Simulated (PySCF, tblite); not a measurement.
**C2H10Ge2O2: geometry, infrared bands and NMR shifts**

What infrared bands and NMR shifts should C2H10Ge2O2 (`[GeH3][CH2]OC[O][GeH3]`) show?

The runs use tblite 0.8.0 and PySCF 2.14.0, with density-fitted response routines of our own; the level of theory stands in each step. All values are computed, except where a source is named. Atoms count from 0, in the outputs and in this text.

**1. Starting geometry**

16 atoms, charge 0, multiplicity 1; geometry from: force field or distance geometry start.

Bonds of the start (Å): Ge0–C1 1.98, C1–O2 1.35, O2–C3 1.35, C3–O4 1.40, O4–Ge5 1.79, Ge0–H6 1.54, Ge0–H7 1.56, Ge0–H8 1.57, C1–H9 1.10, C1–H10 1.10, C3–H11 1.13, C3–H12 1.12, Ge5–H13 1.54, Ge5–H14 1.55, Ge5–H15 1.55.

**2. Optimising the geometry with GFN2-xTB**

What the job is given:

```
{"job": {"kind": "relax", "xc": "GFN2-xTB", "basis": "xTB"}, "charge": 0, "multiplicity": 1}
Ge     2.637900    -0.113200     0.419400
C      1.035300     0.166100    -0.714700
O     -0.062300     0.457700     0.022200
C     -0.525800    -0.415200     0.938200
O     -1.663300     0.177400     1.508900
Ge    -2.828600     0.432100     0.168900
H      3.388600    -1.364300    -0.060600
H      2.267400    -0.169400     1.930700
H      3.617400     1.088400     0.187000
H      1.287800     1.044400    -1.328400
H      0.980100    -0.715000    -1.375700
H     -0.879700    -1.403400     0.527100
H      0.191700    -0.698100     1.744100
H     -2.982300    -0.859400    -0.647500
H     -2.270800     1.502800    -0.801200
H     -4.201000     0.878000     0.737500
```

On the command line:

```sh
OMP_NUM_THREADS=1 python probes_run.py task.json out
```

The driver reads the jobs from task.json and runs them one after another.

**Question.** This job is followed by: GFN2-xTB harmonic vibrations, gas phase; GIAO PBE0/pcSseg-1 NMR shielding, non-relativistic, gas phase. What will the session give for the following? strongest single infrared mode (GFN2-xTB); zero-point energy (GFN2-xTB); ¹³C shifts against TMS (PBE0/pcSseg-1); ¹H shifts against TMS (PBE0/pcSseg-1, means over atoms taken as alike); ⁷³Ge shifts against GeMe4 (PBE0/pcSseg-1); ¹⁷O shifts against H2O (PBE0/pcSseg-1).

**Answer**, as computed:

| quantity | value |
| --- | --- |
| strongest single infrared mode (GFN2-xTB) | 2078 cm⁻¹, 615 km/mol |
| zero-point energy (GFN2-xTB) | 66.6 kcal/mol |
| ¹³C shifts against TMS (PBE0/pcSseg-1) | 98.2, 56.4 ppm |
| ¹H shifts against TMS (PBE0/pcSseg-1, means over atoms taken as alike) | 5.04, 4.68, 4.14, 3.63 ppm |
| ⁷³Ge shifts against GeMe4 (PBE0/pcSseg-1) | -104, -255 ppm |
| ¹⁷O shifts against H2O (PBE0/pcSseg-1) | 59.3, 37.8 ppm |

What this shows: Relaxing lowered the energy by 0.809 eV in 184 steps; the close pair that moved most is Ge0–H8, from 1.568 to 1.492 Å. All 42 modes are real, so the xTB geometry is a minimum. The strongest single mode, at 2078 cm⁻¹, moves mainly H15. Unscaled tight-binding wavenumbers are off by several per cent, some by more. Its intensities can rank the bands wrongly. The most deshielded hydrogen is H11, H12 (mean) (hydrogen on an sp3 carbon bearing two oxygens), at 5.04 ppm: its carbon carries O, an electronegative neighbour. At PBE0/pcSseg-1: Shielding is most anisotropic at Ge5 (span 297 ppm, paramagnetic term -1321 ppm). Spin-orbit coupling is left out, which matters for shieldings and couplings at and beside the heavy atoms.
